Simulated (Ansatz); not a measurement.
A nudged elastic band was laid between two geometries of a periodic cell of 33 atoms, Al$_{32}$Cu (host Al, host structure fcc, interstitial Cu).

Level of theory: DFT PBE-D3(BJ), scalar-relativistic, plane waves, PAW (Ansatz). Settings: PAW set soft_1, cutoff 420 eV, k mesh 3x3x3, gaussian smearing 0.15 eV, no spin polarisation.

- movable images: 5
- climbing image: yes
- spring: 2.0 to 10.0 eV/Å², energy-weighted
- optimiser: quadratic models (default)
- start path: IDPP
- force threshold: 0.05 eV/Å
- iteration limit: 25
- end points: relaxed

Initial state:

```xyz
33
Lattice="8.1000 0.0000 0.0000 0.0000 8.1000 0.0000 0.0000 0.0000 8.1000" Properties=species:S:1:pos:R:3
Al 4.051 -0.001 0.067
Al 6.087 2.014 0.009
Al 6.095 0.000 2.024
Al 0.001 0.000 0.018
Al 2.015 2.013 0.010
Al 4.050 4.050 0.305
Al 6.087 6.086 0.009
Al 2.006 0.000 2.024
Al 4.051 1.957 2.022
Al 6.144 4.050 2.022
Al 4.051 -0.001 3.981
Al 6.086 2.015 4.039
Al 6.144 -0.001 6.073
Al 0.002 4.050 0.067
Al 2.014 6.086 0.010
Al 0.001 2.005 2.024
Al 1.958 4.050 2.022
Al 4.051 6.143 2.022
Al 0.001 0.000 4.029
Al 2.016 2.014 4.038
Al 4.050 4.050 3.736
Al 6.086 6.084 4.038
Al 1.958 -0.001 6.073
Al 4.050 1.714 6.075
Al 6.388 4.050 6.075
Al 0.001 6.094 2.024
Al 0.002 4.050 3.981
Al 2.016 6.085 4.038
Al 0.002 1.957 6.073
Al 1.719 4.050 6.075
Al 4.050 6.383 6.075
Al 0.002 6.143 6.073
Cu 4.054 4.048 6.069
```

Final state:

```xyz
33
Lattice="8.1000 0.0000 0.0000 0.0000 8.1000 0.0000 0.0000 0.0000 8.1000" Properties=species:S:1:pos:R:3
Al 4.061 -0.012 0.009
Al 6.076 2.024 0.067
Al 6.075 -0.020 2.024
Al -0.011 -0.012 0.009
Al 2.025 2.025 0.305
Al 4.062 4.060 0.010
Al 6.075 6.074 0.018
Al 2.025 -0.069 2.022
Al 4.118 2.024 2.022
Al 6.075 4.069 2.024
Al 4.060 -0.011 4.039
Al 6.076 2.024 3.981
Al 6.076 -0.069 6.073
Al -0.011 4.061 0.010
Al 2.025 6.073 0.067
Al -0.068 2.024 2.022
Al 2.025 4.117 2.022
Al 4.070 6.074 2.024
Al -0.009 -0.011 4.038
Al 2.025 2.025 3.736
Al 4.061 4.059 4.038
Al 6.075 6.074 4.029
Al 2.025 -0.313 6.075
Al 4.361 2.025 6.075
Al 6.076 4.117 6.073
Al -0.019 6.074 2.024
Al -0.010 4.059 4.037
Al 2.025 6.073 3.981
Al -0.308 2.025 6.074
Al 2.025 4.356 6.074
Al 4.118 6.073 6.073
Al -0.068 6.073 6.073
Cu 2.027 2.021 6.069
```

(1) What changes between the two ends?

(2) Give the energies along the band, and the barrier.

(3) What is the geometry of the highest image?

Results:

(1) Contacts lost: Al6–Cu33, Al21–Cu33, Al23–Al24, Al23–Al29, Al25–Cu33, Al29–Al30, Al31–Cu33. Contacts made: Al5–Cu33, Al20–Cu33, Al23–Cu33, Al24–Al25, Al25–Al31, Al29–Cu33, Al30–Al31. The atom that moves furthest is Cu33, by 2.87 Å; four of its nearest neighbours are Al21 2.33, Al25 2.33, Al24 2.33, Al31 2.33 Å at the first end and Al20 2.33, Al23 2.33, Al24 2.33, Al29 2.33 Å at the last.

(2) The forces met the threshold. The highest image is number 3 of 0 to 6, 0.92 eV above the ends, which have the same energy within 2 meV. By the program's own check the climbing image is a first-order saddle point (lowest curvatures found: -1.41 and 0.48 eV/Å²). Limits of this set-up: coarse k mesh, a small cell, in which the defect meets its images.

```csv
image,path coordinate (Å),energy (eV),Al6–Cu33 (Å),Al21–Cu33 (Å),Al23–Al24 (Å)
0,0.00,0.00,2.34,2.33,2.71
1,1.17,0.32,2.35,2.35,2.63
2,1.84,0.73,2.38,2.39,2.67
3,2.40,0.92,2.47,2.48,2.73
4,2.95,0.73,2.62,2.63,2.81
5,3.62,0.32,2.82,2.84,2.95
6,4.79,0.00,3.53,3.52,3.30
```

(3) 
```xyz
33
Lattice="8.1000 0.0000 0.0000 0.0000 8.1000 0.0000 0.0000 0.0000 8.1000" Properties=species:S:1:pos:R:3
Al 4.074 -0.088 0.254
Al 6.086 2.002 0.008
Al 6.149 -0.005 2.023
Al 0.045 0.044 0.047
Al 2.076 2.004 0.010
Al 3.998 4.072 0.005
Al 6.032 6.032 0.044
Al 1.992 0.123 2.023
Al 4.087 2.084 2.025
Al 6.092 4.014 2.023
Al 4.075 -0.089 3.790
Al 6.087 2.002 4.040
Al 6.469 0.089 6.073
Al -0.014 4.071 0.010
Al 2.001 6.163 0.243
Al -0.018 2.063 2.023
Al 1.987 3.995 2.024
Al 4.081 5.947 2.023
Al 0.045 0.044 4.000
Al 2.077 2.005 4.039
Al 3.997 4.072 4.045
Al 6.032 6.032 4.003
Al 1.853 -0.233 6.073
Al 4.221 1.125 6.071
Al 5.891 3.881 6.074
Al -0.069 6.079 2.023
Al -0.015 4.071 4.036
Al 2.001 6.165 3.801
Al 0.188 2.198 6.074
Al 1.861 4.926 6.069
Al 4.218 6.315 6.074
Al -0.379 5.983 6.074
Cu 3.043 3.026 6.077
```

Time of the run: 28 min on 4 threads of Intel(R) Xeon(R) Platinum 8488C (Sapphire Rapids) (shared host), peak memory 5.2 GiB.
